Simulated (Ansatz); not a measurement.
## Sr2SO in Ansatz: the effect of functional

The system is Sr2SO.

```
Sr S O
1.0
     4.04324    0.00000    0.00000
     0.00000    4.04324    0.00000
     0.00000    0.00000    5.71800
Sr S O
2 1 1
Cartesian
  2.0216 2.0216 2.8590
  0.0000 0.0000 0.0000
  0.0000 0.0000 2.8590
  2.0216 2.0216 0.0000
```

The cell comes from a database or a generator and needn't be the stable form of this composition.

Alike in all runs:

| Property | Result |
| --- | --- |
| Program | Ansatz 0.2.0 |
| Task | projected density of states |
| Potentials or basis | Ansatz PAW |
| k mesh | 4 × 4 × 3 |
| Occupations | fermi-dirac, width 0.05 eV |
| Spin | no spin polarisation |

```tsv
functional	cutoff	gap on the mesh (eV)	pressure (GPa)
LDA	420 eV (not typed: the program's choice for these potentials)	2.14	-4.7
PBE	420 eV (not typed: the program's choice for these potentials)	2.21	-0.2
PBEsol	420 eV (not typed: the program's choice for these potentials)	2.14	-2.6
RPBE	420 eV (not typed: the program's choice for these potentials)	2.27	2.0
revPBE	420 eV (not typed: the program's choice for these potentials)	2.25	1.4
BLYP	420 eV (not typed: the program's choice for these potentials)	2.37	1.9
r2SCAN	500 eV (not typed: the program's choice for these potentials)	2.63	-0.9
HSE06	420 eV (not typed: the program's choice for these potentials)	?	?
PBE0	420 eV (not typed: the program's choice for these potentials)	4.15	-1.2
r2SCAN0	500 eV (not typed: the program's choice for these potentials)	4.45	-1.5
```

Question: What does the run with functional HSE06 give?

Answer: gap on the mesh 3.42 eV; pressure -1.2 GPa.

Caveats: odd divisions of the mesh miss points on the zone boundary, where band edges often lie, so the gap on the mesh can be too wide; the density of states is complete only up to the lowest level of the last band computed; the PAW data sets come from PBE, with cores solved anew for the run's functional, which leaves a small shift of forces and pressure (some runs); the thresholds are loose for stress (some runs).

A k mesh can miss the band edges.
